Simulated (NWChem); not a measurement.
# BH3S2 (SMILES SBS): B3LYP/STO-3G

What is the electronic atomisation energy of BH3S2 at B3LYP/STO-3G? 

Program for the calculation: NWChem 7.3.0.

## 1. The system as given

BH3S2: 6 atoms, total charge 0, spin state singlet. SMILES: `SBS`. The coordinates come from a PBE0-D4/def2-TZVP relaxation. This is one conformer, not always the lowest.

Bond lengths: S1–B2 1.783 Å, B2–S3 1.787 Å, S1–H4 1.346 Å, B2–H5 1.190 Å, S3–H6 1.342 Å. Angles: S1–B2–S3 122.5°, S1–B2–H5 116.2°, S3–B2–H5 121.4°, B2–S1–H4 98.9°, B2–S3–H6 97.3°.

## 2. The energy at B3LYP/STO-3G (run 1)

bh3s2.nw

```
start bh3s2
memory 2200 mb

geometry units bohr noautosym nocenter noautoz
  S     -1.54938645    -1.14366225    -2.86576967
  B      0.17272097    -0.85717977     0.01681856
  S      0.62946777     2.10666668     1.56809474
  H     -2.16487025     1.30032055    -3.20232989
  H      1.01194834    -2.76315754     0.86454970
  H      1.97967709     1.23606986     3.53152018
end

basis spherical bse
  * library STO-3G
end

dft
  xc b3lyp
  grid fine
  convergence energy 1e-08
  iterations 100
  mulliken
  noprint "final vectors analysis"
end

task dft
```

Launch:

```
$ nwchem bh3s2.nw > bh3s2.out
```

Standard output:

```text
[...]
          Wavefunction type:  closed shell.
          No. of atoms     :     6
          No. of electrons :    40
[...]
          Charge           :     0
          Spin multiplicity:     1
[...]
          AO basis - number of functions:    26
[...]
              XC Information
              --------------
                         B3LYP Method XC Potential
                     Hartree-Fock (Exact) Exchange  0.200
                        Slater Exchange Functional  0.800 local
                    Becke 1988 Exchange Functional  0.720 non-local
              Lee-Yang-Parr Correlation Functional  0.810
                  VWN I RPA Correlation Functional  0.190 local
[...]
 d= 0,ls=0.0,diis     1   -813.8915626733 -9.34D+02  5.83D-02  3.76D-01     0.4
[...]
 d= 0,ls=0.0,diis     8   -813.9652053091 -2.68D-09  1.02D-06  3.96D-10     1.8
         Total DFT energy =     -813.965205309074
      One electron energy =    -1367.065320356876
           Coulomb energy =      490.130369355542
    Exchange-Corr. energy =      -56.798969636422
 Nuclear repulsion energy =      119.768715328682
[...]
      Total Density - Mulliken Population Analysis
     ---------------------------------------------
    Atom       Charge   Shell Charges
 -----------   ------   -------------------------------------------------------
    1 S   16    15.91   2.00  2.00  5.95  1.87  4.10
    2 B    5     5.10   1.99  1.01  2.10
    3 S   16    15.93   2.00  2.00  5.95  1.87  4.11
    4 H    1     1.01   1.01
    5 H    1     1.05   1.05
    6 H    1     1.00   1.00
[...]
```

Wall time 2.8 s (1 thread of AMD EPYC 7R13 (Zen 3), shared host); peak memory 0.11 GiB.

## 3. The B atom at the same level (run 2)

a.nw

```
start a
memory stack 880 mb heap 220 mb global 1100 mb

geometry units angstroms noautosym nocenter noautoz
   B      0.000000     0.000000     0.000000
end

basis spherical bse
   B library STO-3G
end

dft
   xc b3lyp
   mult 2
   grid fine
   convergence energy 1e-08
   maxiter 100
   mulliken
   noprint "final vectors analysis"
end

task dft energy
```

Run the same way, it converges to -24.28154 Eh (log not shown).

## 4. The H atom, same level (run 3)

sp.nw

```
START sp
TITLE "H"
memory total 2200 mb

GEOMETRY units au noautosym nocenter noautoz
H    0.00000000   0.00000000   0.00000000
END

BASIS spherical bse
* library STO-3G
END

DFT
xc b3lyp
mult 2
grid fine
convergence energy 1e-08
iterations 100
mulliken
print low
END

TASK dft energy
```

Run the same way, it converges to -0.46753 Eh (log not shown).

## 5. The S atom at the same level (run 4)

calc.nw

```
start calc
memory stack 880 mb heap 220 mb global 1100 mb

geometry units angstroms noautosym nocenter noautoz
S      0.000000     0.000000     0.000000
end

basis spherical bse
S library STO-3G
end

dft
xc b3lyp
mult 3
grid fine
convergence energy 1e-08
maxiter 100
mulliken
print low
end

task dft energy
```

Run the same way, it converges to -393.67266 Eh (log not shown).

## 6. Overview of the runs

```tsv
run	level	partner	energy (Eh)	wall time
1	B3LYP/STO-3G	base	-813.965205	2.8 s
2	UB3LYP/STO-3G	atoms	-24.281536	1.1 s
3	UB3LYP/STO-3G	atoms	-0.467533	1 s
4	UB3LYP/STO-3G	atoms	-393.672662	1.1 s
```

## 7. Results

At B3LYP/STO-3G:

```
                     quantity          value
         S atom: total energy  -393.67266 Eh
                 S atom: ⟨S²⟩          2.000
electronic atomisation energy      25.463 eV
```

In words: Taking the molecule apart into free atoms costs 25.46 eV (587 kcal/mol), before zero-point energy and without spin-orbit coupling. In a minimal basis such a difference can be off by several eV, whatever the method. In runs 1, 2, 3, 4 the basis is minimal, so the values are rough. All runs together took 6 s, the longest 2.8 s.
